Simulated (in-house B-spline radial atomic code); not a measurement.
**Bi¹¹⁺: ionisation energy by several methods**

Wanted: one ionisation energy, Bi¹¹⁺ to configuration [Xe] 4f14 5d3, up the ladder of functionals.

The numbers are computed with in-house B-spline radial atomic code version 1 (scalar-relativistic (X2C), several functionals, spin-polarised, exact exchange averaged over the configuration; spherical all-electron atom at the radial basis limit), except any that are marked as measured or tabulated.

### 1 What is computed

| Item | Value |
| --- | --- |
| element | bismuth (Z = 83) |
| charge | +11 |
| electrons | 72 |
| configuration | [Xe] 4f14 5d4 |
| nucleus | Fermi, rms radius 5.521 fm |

Outer shells as boxes (Hund's rule):

[Xe] 4f14 5d4
```
[Xe] core
4f [↑↓][↑↓][↑↓][↑↓][↑↓][↑↓][↑↓]
5d [↑ ][↑ ][↑ ][↑ ][  ]
```

Where spins are not typed, each open shell is filled with up spins first.

### 2 CAM-B3LYP

Settings, as recorded:

```ini
Z = 83
electrons = 72.0
configuration = [Xe] 4f14 5d4
hamiltonian = x2c
method = camb3lyp
spin_polarised = True
nucleus = fermi
rms_radius = 5.5211
mass_number = 209
atomic_mass = 208.980398599
speed_of_light = 137.035999084
exact_exchange = averaged over the configuration
```

Command:

```
$ python run_scf.py task.json out
```

One command runs all members of the session, one after another, from task.json.

### 3 r2SCAN0

Changes to the settings of step 2:

```diff
@@ -4,3 +4,3 @@
 hamiltonian = x2c
-method = camb3lyp
+method = r2scan0
 spin_polarised = True
```

### 4 TPSSh

Changes to the settings of step 3:

```diff
@@ -4,3 +4,3 @@
 hamiltonian = x2c
-method = r2scan0
+method = tpssh
 spin_polarised = True
```

The tabulated ionisation energy is 208 ± 2.5 eV (tabulated theoretical; NIST Atomic Spectra Database). What does each method give, and which comes nearest?

**Answer**, as computed:

| method | rung | total energy (hartree) | ΔSCF (eV) | −ε highest (eV) | ΔSCF less tabulated (eV) |
| --- | --- | --- | --- | --- | --- |
| r2SCAN0 | global hybrid | -21499.9438 | 208.85 | 201.31 (5d up) | +0.85 |
| TPSSh | global hybrid | -21499.4189 | 208.38 | 199.12 (5d up) | +0.38 |
| CAM-B3LYP | range-separated hybrid | -21501.3531 | 208.22 | 202.03 (5d up) | +0.22 |

**Reading.** Against the tabulated ionisation energy, 208 ± 2.5 eV (tabulated theoretical; NIST Atomic Spectra Database), the best here is CAM-B3LYP (+0.22 eV) and the worst r2SCAN0 (+0.85 eV, or 0.41 %). The table's own uncertainty is as large as these misses, so the order means little. Relativistic terms that these runs lack can be as large as the gaps between close methods, so the nearest may be so by luck. Spin-orbit coupling is left out. Open shells are averaged (over orientations, and over spins where the run is restricted), while tables refer to the lowest levels.
